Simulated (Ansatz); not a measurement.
# YTaI6: the cost of one run

Program: Ansatz 0.2.0. Level of theory: DFT PBE, scalar-relativistic, plane waves, PAW. These are calculated values, not measurements.

## Step 1: The starting structure

Symmetry: P4/mmm, No. 123, tetragonal system. The conventional cell has a = 6.150 Å, b = 6.150 Å, c = 12.300 Å, α = 90.00°, β = 90.00°, γ = 90.00°. Y (site symmetry 4/mmm) has 6 I at 3.08 to 3.11 Å in its first shell of neighbours. Ta (site symmetry 4/mmm) is surrounded by 6 I at 3.04 to 3.08 Å. Around I (site symmetry mmm) lie 2 Y at 3.08 Å. I (site symmetry 4mm) has 1 Ta at 3.04 Å and 1 Y at 3.11 Å in its first shell of neighbours. I (site symmetry mmm) has 2 Ta at 3.08 Å in its first shell of neighbours.

As a file:

```cif
data_structure
_symmetry_space_group_name_H-M 'P4/mmm'
_symmetry_Int_Tables_number 123
_cell_length_a 6.1500
_cell_length_b 6.1500
_cell_length_c 12.3000
_cell_angle_alpha 90.000
_cell_angle_beta 90.000
_cell_angle_gamma 90.000
_cell_volume 465.22
loop_
_atom_site_label
_atom_site_type_symbol
_atom_site_symmetry_multiplicity
_atom_site_Wyckoff_symbol
_atom_site_fract_x
_atom_site_fract_y
_atom_site_fract_z
_atom_site_occupancy
Y1 Y 1 a 0.00000 0.00000 0.00000 1
Ta1 Ta 1 b 0.00000 0.00000 0.50000 1
I1 I 2 f 0.50000 0.00000 0.00000 1
I2 I 2 g 0.00000 0.00000 0.25284 1
I3 I 2 e 0.50000 0.00000 0.50000 1
```

Recipe of the guess: perovskite family, tilts a0a0a0, layer order on B (P4/mmm, No. 123). Its size is a rough estimate.

## Step 2: A first look at the guess

Contents of input.yaml:

```yaml
crystal:
  lattice:
    - [6.15, 0.0, 0.0]
    - [0.0, 6.15, 0.0]
    - [0.0, 0.0, 12.3]
  atoms:
    - { symbol: "Y", position: [0.0, 0.0, 0.0] }
    - { symbol: Ta, position: [0.0, 0.0, 0.5] }
    - { symbol: I, position: [0.5, 0.0, 0.0] }
    - { symbol: I, position: [0.0, 0.5, 0.0] }
    - { symbol: I, position: [0.0, 0.0, 0.2528421] }
    - { symbol: I, position: [0.5, 0.0, 0.5] }
    - { symbol: I, position: [0.0, 0.5, 0.5] }
    - { symbol: I, position: [0.0, 0.0, 0.7471579] }
basis:
  ecutwfc: 420
kpoints:
  mp_grid: { grid: [4, 4, 2] }
hamiltonian:
  xc: pbe
scf:
  occupations: { method: gaussian, width: 0.1 }
  lower_state_search: "off"
output:
  forces: true
  stress: true
  eigenvalues: true
```

On the command line:

```
$ ansatz run input.yaml --threads 1 --pin off --max-ram 2560MiB --backend cpu --events-out ev --progress --plain --runs-dir out
```

What time and memory should one allow on 1 thread of Intel Xeon at 2.70GHz, shared host?

About 26 s, with a peak of 0.84 GiB.
